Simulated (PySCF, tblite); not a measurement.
# C6H11F3Ge: geometry, infrared bands, NMR shifts and electronic excitations, part 2 of 2

tblite 0.8.0 and PySCF 2.14.0. Atoms count from 0. Earlier steps stand in the parts before.

## 6. Excited states and response: B3LYP/def2-SVPD

The job: settings as JSON, then the geometry in Å.

```
{"job": {"kind": "uv", "xc": "B3LYP", "basis": "def2-SVPD", "ip": true}, "charge": 0, "multiplicity": 1}
C     -1.481502    -1.689873     0.085012
C     -0.877790    -0.413580     0.652044
C     -1.306982     0.867038    -0.082148
C     -0.402933     2.038351     0.311065
C      1.070308     1.651570     0.106422
Ge     1.086128    -0.247784     0.596911
C      1.812647    -1.339669    -0.910952
F      3.127231    -1.156233    -1.099674
F      1.202382    -1.016510    -2.068554
F      1.620433    -2.655054    -0.726456
H     -1.163037    -2.581840     0.644867
H     -1.189713    -1.839875    -0.966006
H     -2.583295    -1.652719     0.118848
H     -1.157752    -0.316682     1.716705
H     -2.367334     1.098332     0.116364
H     -1.224353     0.696867    -1.171333
H     -0.663872     2.944883    -0.258789
H     -0.574937     2.281039     1.374702
H      1.767655     2.272274     0.685846
H      1.355755     1.734455    -0.954554
H      1.866887    -0.656171     1.856527
```

Method: TDDFT B3LYP/def2-SVPD, vertical, gas phase, core orbitals frozen in the response.

Output:

```text
coarse grid: 81592 points
cycle   1  E = -2611.0374504518  dE =  5.106e-01  |g| = 1.005e+00  |ddm| = 6.938e+00
cycle   2  E = -2610.7813828580  dE =  2.561e-01  |g| = 1.569e+00  |ddm| = 2.721e+00
cycle   3  E = -2611.2202950963  dE = -4.389e-01  |g| = 9.526e-02  |ddm| = 1.726e+00
cycle   4  E = -2611.2216188138  dE = -1.324e-03  |g| = 4.740e-02  |ddm| = 2.314e-01
cycle   5  E = -2611.2219756250  dE = -3.568e-04  |g| = 8.918e-03  |ddm| = 7.557e-02
cycle   6  E = -2611.2219899270  dE = -1.430e-05  |g| = 3.497e-03  |ddm| = 1.700e-02
cycle   7  E = -2611.2219918224  dE = -1.895e-06  |g| = 5.682e-04  |ddm| = 3.534e-03
final grid: 174192 points
cycle   8  E = -2611.2218644701  dE = -1.936e-07  |g| = 7.682e-04  |ddm| = 1.666e-02
cycle   9  E = -2611.2218643184  dE =  1.518e-07  |g| = 1.235e-03  |ddm| = 2.295e-03
cycle  10  E = -2611.2218645824  dE = -2.641e-07  |g| = 7.641e-05  |ddm| = 1.174e-03
cycle  11  E = -2611.2218645838  dE = -1.378e-09  |g| = 1.866e-05  |ddm| = 1.761e-04
cycle  12  E = -2611.2218645839  dE = -7.003e-11  |g| = 4.094e-06  |ddm| = 3.928e-05
converged SCF energy = -2611.2218645839

Static polarisability (au): isotropic 101.834, principal 90.040 105.179 110.285

Singlet excitations
state   eV       nm        f      main configurations
  1   6.9509    178.4   0.00239   H->L 0.98
  2   7.0991    174.6   0.01602   H->L+1 0.89
  3   7.4437    166.6   0.09003   H->L+2 0.83
  4   7.6951    161.1   0.03030   H-1->L 0.90
  5   7.7270    160.5   0.01162   H->L+3 0.92
  6   7.7842    159.3   0.04082   H-1->L+1 0.79
  7   7.9364    156.2   0.01596   H->L+4 0.83
  8   8.0765    153.5   0.00675   H-1->L+2 0.69, H-2->L 0.11
  9   8.0973    153.1   0.00463   H->L+5 0.75, H-2->L+1 0.10
 10   8.2108    151.0   0.00042   H->L+6 0.60, H-2->L+1 0.14, H->L+5 0.11

Triplet excitations (Tamm-Dancoff, eV): 6.6287 6.8137 7.0126 7.3205
Vertical ionisation energy (delta-SCF) = 9.6726 eV
```

It took 6.9 min on 1 thread of Arm Neoverse V2, shared host; peak memory 1.4 GiB.

The orbitals next to the gap, with their largest atomic shares:

```tsv
orbital	eV	atoms
HOMO−3	-9.20	C2 19 %, C3 16 %, C1 12 %
HOMO−2	-8.95	Ge5 25 %, H20 23 %, C6 8 %
HOMO−1	-8.40	Ge5 18 %, C4 17 %, C6 14 %
HOMO	-7.70	C1 27 %, Ge5 20 %, C4 14 %
LUMO	0.13	Ge5 23 %, C3 9 %, H20 8 %
LUMO+1	0.25	Ge5 21 %, C4 10 %, H20 9 %
LUMO+2	0.56	Ge5 30 %, H20 12 %, F7 9 %
```

With each of the 10 states as a Gaussian band of 0.4 eV half-width at 1/e, the curve within the window shown has maxima at 163 nm (ε 6,600) L/(mol cm). Beyond the last state computed it falls off for lack of states. The curve at chosen wavelengths:

nm, ε (L/mol/cm) and a bar:
```
      146        334 #
      148        697 ###
      150       1283 ######
      152       2106 #########
      154       3119 ##############
      156       4214 ###################
      158       5240 ########################
      160       6048 ###########################
      162       6521 ##############################
      164       6602 ##############################
      166       6303 #############################
      168       5692 ##########################
      170       4880 ######################
      171       4438 ####################
      173       3549 ################
      175       2727 ############
      177       2023 #########
      179       1455 ######
      181       1018 ####
      183        693 ###
      185        459 ##
      187        296 #
      189        185 #
      191        112 
      193         66 
      195         37
```

Leading natural transition orbitals of singlet state 3: the hole lies on C1 25 %; Ge5 20 %; C4 16 %; the particle on H20 23 %; Ge5 13 %; F7 12 %.

Leading natural transition orbitals of singlet state 1: the hole lies on C1 28 %; Ge5 20 %; C4 12 %; the particle on H13, H17, H20 about 16 % each; H14, H18 about 8 % each.

Ground-state properties from the same run:

```tsv
property	computed
dipole moment (D)	2.93
polarisability (Å³)	15.09
HOMO–LUMO gap (eV)	7.83
−ε(HOMO) (eV)	7.70
```

## 7. Shielding tensors: WP04/pcSseg-1

The job, as its differences from that of step 6:

```diff
@@ -1,2 +1,2 @@
-{"job": {"kind": "uv", "xc": "B3LYP", "basis": "def2-SVPD", "ip": true}, "charge": 0, "multiplicity": 1}
+{"job": {"kind": "nmr", "xc": "WP04", "basis": "pcSseg-1", "pop": false}, "charge": 0, "multiplicity": 1}
 C     -1.481502    -1.689873     0.085012
```

Method: GIAO WP04/pcSseg-1 NMR shielding, non-relativistic, gas phase.

Output:

```text
coarse grid: 81592 points
cycle   1  E = -2633.4560625539  dE =  4.731e-01  |g| = 1.462e+00  |ddm| = 4.197e+00
cycle   2  E = -2632.8591294979  dE =  5.969e-01  |g| = 2.356e+00  |ddm| = 2.122e+00
cycle   3  E = -2633.8011470035  dE = -9.420e-01  |g| = 1.752e-01  |ddm| = 1.445e+00
cycle   4  E = -2633.8066990526  dE = -5.552e-03  |g| = 8.385e-02  |ddm| = 2.047e-01
cycle   5  E = -2633.8081943470  dE = -1.495e-03  |g| = 1.932e-02  |ddm| = 6.996e-02
cycle   6  E = -2633.8082559255  dE = -6.158e-05  |g| = 5.725e-03  |ddm| = 1.624e-02
cycle   7  E = -2633.8082602732  dE = -4.348e-06  |g| = 1.574e-03  |ddm| = 4.088e-03
final grid: 174192 points
cycle   8  E = -2633.8081226278  dE =  2.609e-07  |g| = 2.431e-03  |ddm| = 4.989e-03
cycle   9  E = -2633.8081210933  dE =  1.534e-06  |g| = 4.024e-03  |ddm| = 3.624e-03
cycle  10  E = -2633.8081235834  dE = -2.490e-06  |g| = 1.959e-04  |ddm| = 2.118e-03
cycle  11  E = -2633.8081235912  dE = -7.782e-09  |g| = 3.220e-05  |ddm| = 1.802e-04
cycle  12  E = -2633.8081235914  dE = -2.310e-10  |g| = 6.919e-06  |ddm| = 3.220e-05
converged SCF energy = -2633.8081235914

GIAO shielding tensors (ppm)
atom      isotropic    diamagn.    paramagn.     s11        s22        s33       span
  0 C      153.966     246.311     -92.345    144.455    147.151    170.292     25.837
  1 C      144.107     254.499    -110.393    130.821    147.280    154.219     23.398
  2 C      132.508     251.615    -119.107    109.119    139.680    148.723     39.603
  3 C      140.893     249.538    -108.645    120.269    147.026    155.385     35.116
  4 C      157.684     254.714     -97.030    141.101    157.179    174.770     33.668
  5 Ge    1320.248    2763.050   -1442.802   1236.954   1314.261   1409.530    172.576
  6 C       28.529     255.572    -227.043     20.255     21.265     44.068     23.814
  7 F      245.467     475.292    -229.825    148.739    248.603    339.058    190.319
  8 F      247.817     481.313    -233.496    148.785    255.426    339.240    190.455
  9 F      246.371     477.597    -231.226    146.145    257.715    335.251    189.106
 10 H       30.141      29.553       0.588     25.572     28.173     36.678     11.106
 11 H       30.297      31.867      -1.570     25.650     30.533     34.707      9.057
 12 H       30.196      28.706       1.490     25.327     27.725     37.535     12.209
 13 H       30.567      33.446      -2.879     26.870     28.185     36.646      9.776
 14 H       29.761      30.888      -1.127     24.850     27.999     36.434     11.584
 15 H       30.409      34.282      -3.873     27.363     28.890     34.974      7.611
 16 H       29.623      28.741       0.882     24.393     27.335     37.142     12.749
 17 H       30.484      30.998      -0.514     25.985     28.116     37.351     11.367
 18 H       30.414      29.643       0.771     25.289     27.836     38.117     12.829
 19 H       30.529      32.114      -1.585     25.574     29.048     36.966     11.392
 20 H       27.386      30.080      -2.694     21.199     22.384     38.574     17.374
```

Wall time 50 s (1 thread of Arm Neoverse V2, shared host); peak memory 1.3 GiB.

Key values: δ C6 143.9, C2 39.9, C3 31.6, C1 28.3, H20 4.18, H16 1.94 ppm.

## 8. Comparing the runs: NMR shifts

Shifts (ppm) of some atoms, chosen among heavy atoms and hydrogens apart, means over like atoms, with basis size and wall time:

```tsv
run	C6	C1	C4	H20	H16	Ge5	F7	functions	time
PBE0/pcSseg-1	137.9	24.9	11.9	4.57	2.06	-55	-64.8	249	64 s
WP04/pcSseg-1	143.9	28.3	14.8	4.18	1.94	-44	-69.6	249	50 s
```

## 9. Summary of results

What follows sums up all 2 parts.

| quantity | value |
| --- | --- |
| strongest single infrared mode (GFN2-xTB) | 1891 cm⁻¹, 396 km/mol |
| zero-point energy (GFN2-xTB) | 98.7 kcal/mol |
| point group | C1 |
| rotational constants (main isotopes) | 1.46, 0.82, 0.69 GHz |
| 13C shifts against TMS (PBE0/pcSseg-1) | 137.9, 39.9, 29.7, 24.9, 16.8, 11.9 ppm |
| 1H shifts against TMS (PBE0/pcSseg-1, means over atoms taken as alike) | 4.57, 2.06, 1.92, 1.42, 1.25, 1.13, 1.13, 1.08, 1.05 ppm |
| 73Ge shifts against GeMe4 (PBE0/pcSseg-1) | -55 ppm |
| 19F shifts against CFCl3 (PBE0/pcSseg-1, means over atoms taken as alike) | -64.8 ppm |
| surface potential, 1st and 99th percentile | -0.71 V and 0.99 V |
| lowest singlet (B3LYP/def2-SVPD) | 6.95 eV (178 nm), f = 0.002 |
| brightest single state of those computed | state 3, 7.44 eV, f = 0.090 |
| lowest triplet | 6.63 eV |
| vertical ionisation energy (ΔSCF) | 9.67 eV |
| range of the shift of Ge5 | -55 to -44 ppm |

The optimisation took 52 steps and gained 0.511 eV; among the close pairs (by a distance rule), Ge5–C6 changed most, from 1.948 to 2.024 Å (GFN2-xTB). No mode is imaginary among the 57: a minimum at this level. The strongest single mode, at 1891 cm⁻¹, moves mainly H20. Unscaled tight-binding wavenumbers are off by several per cent, some by more. Its intensities can rank the bands wrongly. Relaxing lowered the energy by 0.224 eV in 9 steps; the close pair that moved most is C0–H12, from 1.142 to 1.103 Å (PBE0/def2-SVP). At PBE0/pcSseg-1: Shielding is most anisotropic at F7, F8, F9 (span 180 ppm, paramagnetic term -233 ppm). The first singlet state (HOMO→LUMO 0.98) lies at 6.95 eV and is weak; of the 10 states computed, the strongest absorption comes from state 3 at 7.44 eV. The lowest triplet lies 0.32 eV below the lowest singlet (triplets in Tamm-Dancoff, singlets in full TDDFT). The orbital energy would give 7.70 eV for ionisation, ΔSCF gives 9.67 eV. Across the 2 runs the shift of Ge5 moves most, between -55 (PBE0/pcSseg-1) and -44 ppm (WP04/pcSseg-1). Spin-orbit coupling is left out, which matters for shieldings and couplings at and beside the heavy atoms.
